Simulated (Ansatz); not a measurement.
# VBrO: the cost of one run

Computed with Ansatz 0.2.0 (DFT r²SCAN+U (U = 4 eV, J = 0.9 eV on V d), plane waves, PAW, unless a step's input says otherwise).

3 further runs of the same task are left out: 3 that didn't finish. Runs told in other sessions of the task aren't counted.

## 1. The starting structure

It takes space group Pmmn (No. 59, orthorhombic). The conventional cell has a = 3.380 Å, b = 3.775 Å, c = 8.425 Å, α = 90.00°, β = 90.00°, γ = 90.00°. V (site symmetry mm2) is surrounded by 4 O at 1.97 to 2.07 Å and 2 Br at 2.53 Å. Br (site symmetry mm2) has 2 V at 2.53 Å in its first shell of neighbours. Around O (site symmetry mm2) lie 4 V at 1.97 to 2.07 Å.

As a file:

```xyz
6
Lattice="3.3800 0.0000 0.0000 0.0000 3.7750 0.0000 0.0000 0.0000 8.4250" Properties=species:S:1:pos:R:3 pbc="T T T"
V     1.6900    1.8875    0.8762
V     0.0000    0.0000    7.5488
Br    0.0000    1.8875    2.7634
Br    1.6900    0.0000    5.6616
O     0.0000    1.8875    8.1133
O     1.6900    0.0000    0.3117
```

An earlier series on this cell reached its lowest free state from «ferromagnetic start, free, natural orbitals of the symmetric run filled by rank», perhaps among other starts.

## 2. Total moment held at first, then free, 2.00 μB per cell

Contents of input.yaml:

```yaml
crystal:
  lattice:
    - [3.38000013, 0.0, 0.0]
    - [0.0, 3.77500015, 0.0]
    - [0.0, 0.0, 8.42500033]
  atoms:
    - { symbol: V, position: [0.5, 0.5, 0.104], spin: 1.0 }
    - { symbol: V, position: [0.0, 0.0, 0.896], spin: 1.0 }
    - { symbol: Br, position: [0.0, 0.5, 0.328] }
    - { symbol: Br, position: [0.5, 0.0, 0.672] }
    - { symbol: O, position: [0.0, 0.5, 0.963] }
    - { symbol: O, position: [0.5, 0.0, 0.037] }
basis:
  ecutwfc: 500
  ecutrho_ratio: 4
kpoints:
  mp_grid: { grid: [6, 5, 3] }
hamiltonian:
  xc: r2scan
  hubbard:
    sites:
      - { site: 0, l: d, u: 4.0, j: 0.9 }
      - { site: 1, l: d, u: 4.0, j: 0.9 }
scf:
  occupations: { method: gaussian, width: 0.05 }
  lower_state_search: "off"
  max_iter: 150
output:
  forces: true
  stress: true
  eigenvalues: true
  populations: true
  hubbard: { sites: [{ site: 0, l: d }, { site: 1, l: d }] }
magnetization:
  spin_polarized: true
  initial_magnetization: 2.0
  spin_locking: { lock_magnetization: soft, n_iters: 12 }
```

The lock is temporary (n_iters 12) and is released on the way.

Run with:

```bash
ansatz run input.yaml --threads 8 --pin off --max-ram 12288MiB --backend cpu --events-out ev --progress --plain --runs-dir out
```

What time and memory should one allow on 8 threads of Arm Neoverse V1, shared host?

About 13 s, with a peak of 0.94 GiB.
